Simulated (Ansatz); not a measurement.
BiS: equation of state with PBE

The system is BiS.

```
Bi S
1.0
     2.10927    1.21779    3.50049
    -2.10927    1.21779    3.50049
     0.00000   -2.43558    3.50049
Bi S
1 1
Direct
  0.00000 0.00000 0.00000
  0.50000 0.50000 0.50000
```

The cell was built by a generator and needn't be a form met in nature.

| Property | Result |
| --- | --- |
| Program | Ansatz 0.2.0 |
| Task | equation of state |
| Functional | PBE |
| Potentials or basis | all-electron LAPW, scalar-relativistic |
| Basis error allowed | 0.0005 eV/atom |
| k mesh | 8 × 8 × 8 |
| Occupations | fermi-dirac, width 0.05 eV |
| Spin | no spin polarisation |

```json
{
 "Equilibrium volume": "26.37 Å³/atom",
 "Bulk modulus at fixed shape and positions": "61 GPa",
 "Pressure derivative of the bulk modulus": "4.4"
}
```

Energy against volume, from the lowest point:
| volume (Å³/atom) | energy (meV/atom) |
| --- | --- |
| 25.356 | 7.92 |
| 25.896 | 1.64 |
| 26.435 | 0.00 |
| 26.975 | 2.52 |
| 27.514 | 8.76 |
| 28.054 | 18.33 |
| 28.593 | 30.89 |

All runs of the series together: 2.2 min on 1 thread of Arm Neoverse V1, on a shared host.

Caveat: the cell was scaled at fixed shape and fractional positions, which overstates the stiffness of a crystal with free parameters, most of all of layers and chains.
